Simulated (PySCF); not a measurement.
**C₇H₅ radical: geometry, EPR parameters**

What EPR parameters should C₇H₅ radical (`[c]1ccc2c(c1)C2`) show?

The runs use PySCF 2.14.0, with density-fitted response routines of our own; the level of theory stands in each step. All values are computed, except where a source is named. Atoms are numbered from 0 throughout.

## (1) Starting geometry

12 atoms, charge 0, multiplicity 2; geometry from: GFN2-xTB.

Bonds of the start (Å): C0–C1 1.36, C1–C2 1.43, C2–C3 1.35, C3–C4 1.38, C4–C5 1.36, C4–C6 1.50, C5–C0 1.39, C6–C3 1.49, C1–H7 1.08, C2–H8 1.08, C5–H9 1.08, C6–H10 1.08, C6–H11 1.08.

## (2) Optimising the geometry at PBE0-D3(BJ)/def2-SVP

The job: settings as JSON, then the geometry in Å.

```
{"job": {"xc": "PBE0", "basis": "def2-SVP", "d3": "d3bj", "grid": 1, "kind": "geom"}, "charge": 0, "multiplicity": 2}
C      1.398770     1.164020    -0.039780
C      1.796540    -0.124490    -0.193100
C      0.835000    -1.176430    -0.190770
C     -0.429290    -0.719580    -0.024270
C     -0.772860     0.606050     0.127230
C      0.108370     1.647490     0.132920
C     -1.877750    -0.401140     0.144610
H      2.839400    -0.373490    -0.320620
H      1.132260    -2.207980    -0.309820
H     -0.133710     2.692170     0.250550
H     -2.360380    -0.636020     1.086970
H     -2.533950    -0.471970    -0.715980
```

What it wrote:

```text
step   0  E = -269.06673662  max force = 0.028573
step   1  E = -269.06805378  max force = 0.015123
step   2  E = -269.06896168  max force = 0.005470
step   3  E = -269.06933788  max force = 0.001979
step   4  E = -269.06934809  max force = 0.000802
step   5  E = -269.06934952  max force = 0.000192
optimisation converged
```

It took 45 s on 1 thread, shared host.

Along the way:

```tsv
step	energy from step 0 (eV)	largest force component (eV/Å)
0	0.0000	1.4693
1	-0.0358	0.7777
2	-0.0605	0.2813
3	-0.0708	0.1018
4	-0.0711	0.0412
5	-0.0711	0.0099
```

Distances of close pairs at the start and the end, largest changes first:

```tsv
bond	before (Å)	after (Å)	change (Å)
C3–C4	1.378	1.351	-0.026
C2–C3	1.355	1.380	+0.025
C0–C1	1.357	1.382	+0.025
C4–C5	1.364	1.386	+0.021
C6–H10	1.085	1.101	+0.016
C6–H11	1.085	1.101	+0.016
C1–H7	1.080	1.094	+0.014
C5–H9	1.079	1.093	+0.014
```

The next job starts from the end point, and lists it.

```tsv
at the end point	value
point group (found at 0.08 Å tolerance)	Cs
rotational constants (GHz, main isotopes)	5.602, 3.358, 2.129
dipole moment (D)	0.73
⟨S²⟩	0.762
```

## (3) EPR parameters: B3LYP/IGLO-III+pcH-1

The job: settings as JSON, then the geometry in Å.

```
{"job": {"kind": "epr"}, "charge": 0, "multiplicity": 2}
C      1.407936     1.174812    -0.038013
C      1.820554    -0.135284    -0.194049
C      0.850573    -1.168746    -0.190671
C     -0.438646    -0.706170    -0.023400
C     -0.778840     0.593323     0.124832
C      0.111960     1.654626     0.131044
C     -1.892716    -0.407024     0.144589
H      2.880409    -0.376098    -0.319179
H      1.137854    -2.216672    -0.311781
H     -0.138790     2.711769     0.249010
H     -2.390496    -0.643585     1.097251
H     -2.567399    -0.482319    -0.721693
```

Method: UKS B3LYP, IGLO-III on C, pcH-1 on H, non-relativistic, mean-field spin-orbit, GIAO.

What it wrote:

```text
UKS, coarse grid
  cycle   1  E = -269.63098978  |g| = 2.55e-01
  cycle   2  E = -269.62331192  |g| = 2.86e-01
  cycle   3  E = -269.66546264  |g| = 5.89e-02
  cycle   4  E = -269.66635952  |g| = 4.38e-02
  cycle   5  E = -269.66745756  |g| = 8.74e-03
  cycle   6  E = -269.66750243  |g| = 4.06e-03
  cycle   7  E = -269.66751759  |g| = 1.87e-03
  cycle   8  E = -269.66752197  |g| = 1.63e-03
  cycle   9  E = -269.66752567  |g| = 5.64e-04
UKS, final grid
  cycle   1  E = -269.66750238  |g| = 6.87e-04
  cycle   2  E = -269.66750197  |g| = 1.32e-03
  cycle   3  E = -269.66750298  |g| = 2.03e-04
  cycle   4  E = -269.66750312  |g| = 1.99e-04
  cycle   5  E = -269.66750320  |g| = 7.05e-05
  cycle   6  E = -269.66750320  |g| = 2.15e-05
E = -269.66750320 Eh   <S^2> = 0.7577 (exact 0.7500)
g shifts (ppm)      1          2          3
  rmc          -163       -163       -163
  gc             31         12        -16
  oz_so        -664         -3        962
  total        -796       -154        783
hyperfine (MHz)  atom isotope    a_iso     a_fc   dipolar eigenvalues
    0   13C     369.24     369.24    -78.51    -60.86    139.37
    1   13C      22.71      22.71    -13.31     -1.31     14.62
    2   13C      43.14      43.14     -5.89     -1.86      7.75
    3   13C      -5.26      -5.26     -6.86      2.53      4.33
    4   13C      66.83      66.83     -4.28     -0.12      4.40
    5   13C      28.46      28.46    -12.79     -1.91     14.69
    6   13C      11.46      11.46     -3.24     -2.63      5.88
    7    1H      56.50      56.50     -6.48     -5.71     12.19
    8    1H       6.11       6.11     -3.13     -2.07      5.20
    9    1H      38.89      38.89     -6.25     -5.51     11.76
   10    1H      -3.08      -3.08     -1.67     -0.77      2.44
   11    1H      -3.09      -3.09     -1.67     -0.78      2.44
```

It took 50 s on 1 thread, shared host.

Principal g values 2.00152, 2.00217, 2.00310; g(iso) = 2.00226, against 2.00232 for a free electron.

Hyperfine couplings; where a row names several nuclei, a(iso) is their mean (it holds for fast rotation or exchange) and the dipolar term the largest among them:

```tsv
nuclei	isotope	a(iso) (MHz)	a(iso) (G, at g = 2.0023)	largest dipolar term (MHz)
C0	13C	369.2	131.8	139.4
C4	13C	66.8	23.8	4.4
H7	1H	56.5	20.2	12.2
C2	13C	43.1	15.4	7.8
H9	1H	38.9	13.9	11.8
C5	13C	28.5	10.2	14.7
C1	13C	22.7	8.1	14.6
C6	13C	11.5	4.1	5.9
H8	1H	6.1	2.2	5.2
C3	13C	-5.3	-1.9	-6.9
H10, H11	1H	-3.1	-1.1	2.4
```

Mulliken spin populations:

```tsv
atom	value (e)
C0	0.98
C1	-0.07
C2	0.06
C3	-0.04
C4	0.04
C5	-0.04
C6	0.03
H7	0.02
H8	0.00
H9	0.01
H10	0.00
H11	0.00
```

In first order the couplings over 0.8 MHz of 1H give 24 distinct lines over 38.4 G, if the averaged nuclei exchange fast.

## (4) What came out

```
                            quantity                 value
                         point group                    Cs
rotational constants (main isotopes)  5.60, 3.36, 2.13 GHz
                      g(iso) (B3LYP)               2.00226
                                ⟨S²⟩    0.758 (exact 0.75)
  largest a(iso) (averaged by class)  13C on C0, 369.2 MHz
```

In words: The optimisation took 5 steps and gained 0.071 eV; among the close pairs (by a distance rule), C3–C4 changed most, from 1.378 to 1.351 Å. Most of the unpaired spin sits on C0 (0.98 e). The isotropic g lies 0.1 ppt below the free-electron value.
